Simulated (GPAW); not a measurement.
Wanted: an ASE script for a GPAW 26.7.0 run.

- Task: band structure
- Functional: LDA
- Potentials or basis: the program's PAW data sets (release 1.2.1) made for this functional
- Cutoff: 600 eV
- Basis: pw
- k mesh: 7 × 7 × 2
- Occupations: fermi-dirac, width 0.05 eV
- Spin: no spin polarisation
- Maxiter: 150
- Band path: GMKGALHA,LM,KH
- Band points: 100

The system is InAg3.

```xyz
4
Lattice="3.0855 0.0000 0.0000 -1.5428 2.6721 0.0000 0.0000 0.0000 9.4733" Properties=species:S:1:pos:R:3 pbc="T T T"
In    0.0000    0.0000    0.0000
Ag    0.0000    1.7814    7.0747
Ag    0.0000    1.7814    2.3986
Ag    0.0000    0.0000    4.7366
```

The cell comes from a database or a generator and needn't be the stable form of this composition.

One way to write it, as run:

run.py

```python
from ase import Atoms
from ase.dft.bandgap import bandgap
from ase.io import write
from ase.units import GPa
from gpaw import GPAW, PW

atoms = Atoms(['In', 'Ag', 'Ag', 'Ag'],
              cell=[[3.0855157923, 0.0, 0.0],
                    [-1.5427578962, 2.6721350599, 0.0],
                    [0.0, 0.0, 9.473259]],
              scaled_positions=[[0.0, 0.0, 0.0],
                                [0.3333333333, 0.6666666667, 0.746805],
                                [0.3333333333, 0.6666666667, 0.253195],
                                [0.0, 0.0, 0.5]],
              pbc=True)

calc = GPAW(mode=PW(600),
            xc='LDA',
            kpts={'size': (7, 7, 2), 'gamma': True},
            occupations={'name': 'fermi-dirac', 'width': 0.05},
            nbands=53,
            convergence={'density': 1e-05, 'energy': 1e-05},
            maxiter=150,
            txt='gpaw.txt')
atoms.calc = calc
energy = atoms.get_potential_energy()
forces = atoms.get_forces()
stress = atoms.get_stress()
calc.write('gs.gpw')
write('result.traj', atoms)
print(f'Energy: {energy:.6f} eV')
print('Forces (eV/A):')
print(forces.round(4))
print('Stress (GPa):', (stress / GPa).round(3))
print('Fermi level:', round(calc.get_fermi_level(), 4), 'eV')
print(f'Gap: {bandgap(calc)[0]:.4f} eV, direct: {bandgap(calc, direct=True)[0]:.4f} eV')

path = atoms.cell.bandpath('GMKGALHA,LM,KH', npoints=100, eps=1e-4)
bs_calc = calc.fixed_density(kpts=path, symmetry='off', nbands=74,
                             convergence={'bands': 'CBM+6.0', 'eigenstates': 1e-6}, txt='bands.txt')
bs = bs_calc.band_structure()
bs.write('bs.json')
print(f'Gap on the path: {bandgap(bs_calc)[0]:.4f} eV')
```

Potentials or basis: the program's PAW data sets (release 1.2.1) made for this functional, pw.

Run with:

```bash
$ OMP_NUM_THREADS=1 python run.py
```

Results of the run:

```json
{
  "Pressure": "-8.9 GPa",
  "Largest force": "0.247 eV/Å",
  "Band gap along the path": "none (metal or under the smearing width)"
}
```

Caveat: spin-orbit coupling is left out, which moves the levels of the heavy elements.

Run time: 3.5 min on 1 thread of Arm Neoverse V2 (shared host), peak memory 0.61 GiB.
